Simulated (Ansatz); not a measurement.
# H2PbO3: the cost of one run

Method: DFT PBE, scalar-relativistic, plane waves, PAW, in Ansatz 0.2.0.

3 further runs of the same task are left out: 1 that didn't finish, 2 set aside as unsound or not needed.

**1. The starting structure**

The structure is hexagonal, space group P6mm (No. 183). The conventional cell has a = 4.585 Å, b = 4.585 Å, c = 3.718 Å, α = 90.00°, β = 90.00°, γ = 120.00°. Around H (site symmetry 3m) lie 3 O at 1.34 Å. Around Pb (site symmetry 6mm) lie 6 O at 2.62 Å. O (site symmetry 2mm) has 2 H at 1.34 Å as nearest neighbours.

Structure file:

```
CELL_PARAMETERS angstrom
4.58454 0.00000 0.00000
-2.29227 3.97033 0.00000
0.00000 0.00000 3.71821
ATOMIC_POSITIONS crystal
H 0.66667 0.33333 0.27377
H 0.33333 0.66667 0.27377
Pb 0.00000 0.00000 0.66745
O 0.50000 0.50000 0.32621
O 0.50000 0.00000 0.32621
O 0.00000 0.50000 0.32621
```

It is the end of an earlier relaxation with the same method, from a database cell with other species swapped in; it needn't be the stable form of this composition. At a tolerance of 0.05 Å it has space group P6mm (No. 183); it has 11.28 Å³/atom, an uncorrected energy of -0.09 eV/atom over the elements.

**2. Electronic structure at the relaxed geometry**

Contents of input.yaml:

```yaml
crystal:
  lattice:
    - [4.584539571, 0.0, 0.0]
    - [-2.2922697855, 3.9703277331, 0.0]
    - [0.0, 0.0, 3.7182050188]
  atoms:
    - { symbol: H, position: [0.6666666667, 0.3333333333, 0.2737731752] }
    - { symbol: H, position: [0.3333333333, 0.6666666667, 0.2737731752] }
    - { symbol: Pb, position: [0.0, 0.0, 0.6674548655] }
    - { symbol: O, position: [0.5, 0.5, 0.3262119113] }
    - { symbol: O, position: [0.5, 0.0, 0.3262119113] }
    - { symbol: O, position: [0.0, 0.5, 0.3262119113] }
basis:
  ecutwfc: 420
kpoints:
  mp_grid: { grid: [12, 12, 10] }
  band_path:
    path:
      - [[0.0, 0.0, 0.0], [0.5, 0.0, 0.0], [0.33333333, 0.33333333, 0.0], [0.0, 0.0, 0.0], [0.0, 0.0, 0.5], [0.5, 0.0, 0.5], [0.33333333, 0.33333333, 0.5], [0.0, 0.0, 0.5]]
      - [[0.5, 0.0, 0.5], [0.5, 0.0, 0.0]]
      - [[0.33333333, 0.33333333, 0.5], [0.33333333, 0.33333333, 0.0]]
    npoints: 14
hamiltonian:
  xc: pbe
scf:
  occupations: { method: gaussian, width: 0.1 }
  n_extra_bands: 15
output:
  forces: true
  stress: true
  eigenvalues: true
  populations: true
  dos: { projected: true, de: 0.02, nscf_kmesh: { grid: [15, 15, 12] } }
  bader: true
```

The run is started by

```
$ ansatz run input.yaml --threads 1 --pin off --max-ram 2048MiB --backend cpu --events-out ev --progress --plain --runs-dir out
```

Q: Estimate wall time and peak memory on 1 thread of Arm Neoverse V1, shared host.

About 1.9 min, with a peak of 0.51 GiB.
